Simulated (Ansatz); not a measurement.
C₂H₃I, SMILES C=CI, the interaction energy of a dimer with the counterpoise correction

Program: Ansatz 0.2.0, Python API.

Interactive session:
```pycon
>>> import ansatz as az
>>> FIRST = [
...     ("C", (-0.6236, 0.0745, -0.454)),
...     ("C", (0.3671, 0.1598, 0.4055)),
...     ("I", (1.8559, -1.3181, 0.607)),
...     ("H", (-0.7466, -0.7612, -1.1213)),
...     ("H", (-1.3607, 0.8584, -0.5178)),
...     ("H", (0.5079, 0.9866, 1.0805)),
... ]
>>> SECOND = [
...     ("C", (3.4962, 0.7882, 4.0931)),
...     ("C", (2.4514, 1.3949, 4.6104)),
...     ("I", (0.9859, 2.3688, 3.4505)),
...     ("H", (3.6797, 0.7442, 3.0333)),
...     ("H", (4.2183, 0.3044, 4.7306)),
...     ("H", (2.2497, 1.4497, 5.6665)),
... ]
>>> def energy(atoms, ghosts=()):
...     molecule = az.Crystal.molecule()
...     for symbol, xyz in atoms:
...         molecule = molecule.atom(symbol, xyz)
...     calc = (
...         molecule.calculation()
...         .basis(gaussian="def2-SVP")
...         .functional("b3lyp")
...     )
...     deck = calc.input()
...     if ghosts:
...         deck = deck.set(az.key.basis.gaussian.ghost_atoms, [{"symbol": s, "position_ang": list(xyz)} for s, xyz in ghosts])
...     return az.Session.from_dict(deck).plan().execute().report["free_energy_ev"]
...
>>> # ghost atoms carry the functions of the partner
>>> both = energy(FIRST + SECOND)

>>> alone = energy(FIRST) + energy(SECOND)
>>> ghosted = energy(FIRST, SECOND) + energy(SECOND, FIRST)
>>> print(f"dimer {both:.6f} eV")
dimer -20447.720224 eV
>>> print(f"interaction, uncorrected   {96.485332 * (both - alone):8.3f} kJ/mol")
interaction, uncorrected      3.876 kJ/mol
>>> print(f"interaction, counterpoise  {96.485332 * (both - ghosted):8.3f} kJ/mol")
interaction, counterpoise     5.744 kJ/mol
>>> print(f"basis-set superposition    {96.485332 * (alone - ghosted):8.3f} kJ/mol")
basis-set superposition       1.869 kJ/mol
```

Uncorrected it is 3.876 kJ/mol, with the counterpoise correction 5.744 kJ/mol; the difference, 1.87 kJ/mol, is the superposition error. In this basis both values are repulsive.

Reading the output:
- Total energies depend on the basis set; only differences at equal settings carry meaning.
- The dimer is a generated trial pose of unrelaxed monomers, not a minimum, so the figure is no binding energy, and the basis set is small.
- def2 sets replace the cores of elements past krypton by effective core potentials.
- b3lyp holds the VWN-RPA fit, as in Gaussian; the form of ORCA and Turbomole is b3lyp5.
- This level lacks the dispersion part of the attraction (electrostatics and induction are there), which can decide the sign where the interaction is weak.
- Run time: 20 s on 1 thread of Arm Neoverse V2, on a shared host, peak memory 0.42 GiB.

(Lines on the test bed's own set-up are left out of the output.)
